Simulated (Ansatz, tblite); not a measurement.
Sn₃PbSe₄: GFN2-xTB, run from Python

These are simulated results from tblite 0.8.0, not measurements. The cell was built from a prototype and was relaxed with r2SCAN in plane waves (Ansatz 0.2.0). It may be hypothetical. All runs are without spin polarisation.

It is tetragonal, I4/mmm (No. 139); conventional cell a = 6.063 Å, c = 12.120 Å, 27.84 Å³ an atom. Sn has 6 Se at 3.03 Å; Se has 4 Sn at 3.03 Å and 2 Pb at 3.03 Å; Sn has 6 Se at 2.99–3.03 Å; Se has 5 Sn at 2.99–3.03 Å and 1 Pb at 3.07 Å; Pb has 6 Se at 3.03–3.07 Å.

tblite solves periodic systems at the zone centre alone, so the script builds a cluster of 2×2×1 conventional cells (64 atoms), which folds in a coarse mesh of k points.

run.py reads:

```python
import json
from ase import Atoms
from ase.build import make_supercell
from ase.units import Bohr, GPa, Hartree
from tblite.interface import Calculator

atoms = Atoms(['Sn', 'Se', 'Sn', 'Se', 'Sn', 'Se', 'Pb', 'Se'],
              cell=[[-3.03137636, 3.03137636, 6.05997366], [3.03137636, -3.03137636, 6.05997366], [3.03137636, 3.03137636, -6.05997366]],
              scaled_positions=[[0.75, 0.25, 0.5], [0.5, 0.0, 0.5], [0.0, 0.0, 0.0], [0.753664529, 0.753664529, 0.0], [0.25, 0.75, 0.5], [0.0, 0.5, 0.5], [0.5, 0.5, 0.0], [0.246335471, 0.246335471, 0.0]],
              pbc=True)
cluster = make_supercell(atoms, [[0, 2, 2], [2, 0, 2], [1, 1, 0]])
calc = Calculator('GFN2-xTB', cluster.numbers, cluster.positions / Bohr, lattice=cluster.cell[:] / Bohr, periodic=cluster.pbc)
calc.set('temperature', 0.02 / Hartree)
calc.set('max-iter', 150)
res = calc.singlepoint()
levels = res.get('orbital-energies') * Hartree
nv = round(res.get('orbital-occupations').sum() / 2)
cells = len(cluster) // len(atoms)
out = {'energy_per_cell': res.get('energy') * Hartree / cells, 'homo': levels[nv - 1], 'lumo': levels[nv],
       'stress': (-res.get('virial') * Hartree / cluster.get_volume() / GPa).tolist(), 'charges': res.get('charges')[:len(atoms)].tolist(), 'electrons': 2 * nv / cells}
json.dump(out, open('results.json', 'w'))
for key, value in out.items():
    print(key, value)
```

Command: `python run.py`. It took 8.2 s on 1 thread of Arm Neoverse V2, on a shared host, peak memory 0.13 GiB.

The log:

```
------------------------------------------------------------
  cycle        total energy    energy error   density error
------------------------------------------------------------
      1     -155.7581974627  -1.5592770E+02   3.6600159E-01
      2      286.6176281477   4.4237583E+02   1.4590924E+00
      3     -169.6636145514  -4.5628124E+02   1.8606400E-01
      4     -172.1965679772  -2.5329534E+00   2.2887398E-01
      5     -172.2943267990  -9.7758822E-02   2.2522296E-01
      6     -172.1965607988   9.7766000E-02   1.9949529E-01
      7     -173.9660742925  -1.7695135E+00   7.4476037E-02
      8     -174.0334760739  -6.7401781E-02   4.6379362E-02
      9     -174.3028296055  -2.6935353E-01   1.3602961E-02
     10     -174.3097629642  -6.9333586E-03   1.2209409E-02
     11     -174.3243711167  -1.4608152E-02   5.1503994E-03
     12     -174.3251331659  -7.6204926E-04   4.6669346E-03
     13     -174.3249331207   2.0004518E-04   4.7566298E-03
     14     -174.3273765193  -2.4433985E-03   3.6920730E-03
     15     -174.3276756349  -2.9911559E-04   3.0184533E-03
     16     -174.3274992684   1.7636649E-04   3.5538068E-03
     17     -174.3272360608   2.6320759E-04   4.0694604E-03
     18     -174.3261668584   1.0692024E-03   4.7433323E-03
     19     -174.3264696372  -3.0277888E-04   4.1231466E-03
     20     -174.3262991668   1.7047045E-04   4.2794657E-03
     21     -174.3264775735  -1.7840675E-04   5.4354715E-03
     22     -174.3261871623   2.9041119E-04   4.9018315E-03
     23     -174.3260935326   9.3629730E-05   4.8946313E-03
     24     -174.3266409843  -5.4745173E-04   4.1768329E-03
     25     -174.3270523048  -4.1132050E-04   3.6665333E-03
     26     -174.3270326048   1.9700055E-05   3.8517842E-03
     27     -174.3270217690   1.0835762E-05   3.8758943E-03
     28     -174.3269989664   2.2802670E-05   3.9237127E-03
     29     -174.3270850650  -8.6098620E-05   3.7295457E-03
     30     -174.3271328831  -4.7818121E-05   3.6629550E-03
     31     -174.3271350359  -2.1528222E-06   3.6901791E-03
     32     -174.3271315542   3.4816874E-06   3.6978850E-03
     33     -174.3272466616  -1.1510735E-04   3.5709363E-03
     34     -174.3272436273   3.0342353E-06   3.5747262E-03
     35     -174.3272551091  -1.1481732E-05   3.5595546E-03
     36     -174.3271146584   1.4045069E-04   3.4815940E-03
     37     -174.3269178192   1.9683922E-04   3.6867669E-03
     38     -174.3269185871  -7.6790207E-07   3.3612078E-03
     39     -174.3268957845   2.2802602E-05   3.3426096E-03
     40     -174.3268712843   2.4500201E-05   3.4059821E-03
     41     -174.3268676178   3.6664348E-06   3.4043682E-03
     42     -174.3265835873   2.8403050E-04   3.4048950E-03
     43     -174.3278624153  -1.2788279E-03   1.7263177E-03
     44     -174.3280019471  -1.3953188E-04   1.4615539E-03
     45     -174.3283010634  -2.9911621E-04   6.0243100E-04
     46     -174.3283474380  -4.6374653E-05   3.0825363E-04
     47     -174.3283541572  -6.7191994E-06   2.3293353E-04
     48     -174.3283531575   9.9972650E-07   2.4727252E-04
     49     -174.3283542100  -1.0524888E-06   2.3476165E-04
     50     -174.3283616399  -7.4299043E-06   8.9847302E-05
     51     -174.3283618218  -1.8194231E-07   8.1642135E-05
     52     -174.3283619181  -9.6306849E-08   7.6845102E-05
     53     -174.3283619426  -2.4511422E-08   7.5264321E-05
     54     -174.3283621392  -1.9658410E-07   6.4417261E-05
     55     -174.3283623252  -1.8597839E-07   4.3638036E-05
     56     -174.3283624317  -1.0647261E-07   3.1570062E-05
     57     -174.3283624849  -5.3268735E-08   2.6572641E-05
     58     -174.3283624570   2.7960567E-08   2.9684875E-05
     59     -174.3283624932  -3.6188737E-08   2.5866904E-05
     60     -174.3283624974  -4.2518025E-09   2.5635180E-05
     61     -174.3283624937   3.7438781E-09   2.5787939E-05
     62     -174.3283625290  -3.5304595E-08   1.3954601E-05
------------------------------------------------------------

 total:                                   7.566 sec
energy_per_cell -592.9645459714754
homo -8.546858131690904
lumo -6.237351292107456
stress [[6.299209324743557, -5.787157025973167e-06, 7.648063743089698e-08], [-5.787157025988373e-06, 6.299209324691054, 7.630721094309784e-08], [7.648063747486175e-08, 7.630721098219144e-08, 6.2184721255723066]]
charges [0.5557757680083113, -0.5556299418420686, 0.5651075456928752, -0.5765291956405458, 0.5557902290817003, -0.5556299707747062, 0.5876861230105077, -0.5765330051642937]
electrons 40.0
```

The cycle table is in hartree for the whole cluster, and the lines after it are in eV (the energy for one cell). The printed stress is in GPa and positive in compression, and the pressure is its mean diagonal.

GFN2-xTB gives a gap of 2.31 eV. On the same cell, plane-wave PBE (Ansatz, 6×6×6 k points and the special points) gives a level spacing of 0.02 eV, too small to call a gap and r2SCAN a level spacing of 0.04 eV, too small to call a gap; on shared hosts these took about 30 and 63 core-seconds on the 8-atom cell, against 8.2 for the script. Spin-orbit coupling, left out in all these runs, can cut or reorder the gap by tenths of an eV, up to about 1 eV with Pb or Bi. It shows a gap where PBE has none, though the cluster may miss the k points where PBE's bands overlap. xTB was fitted to molecules, so gaps, charges and pressures of solids can be far off, and the gap also depends on the size of the cluster.

The pressure on this cell is 6.3 GPa (positive in compression).

xTB was fitted mostly to molecules, and a small cluster samples few k points, so gaps, pressures and kinks along a curve can be far from a solid's.

Spin-orbit coupling is left out; in compounds of Pb, Bi, Tl or Hg it can lower a gap by up to about 1 eV, split its edges or invert the bands.
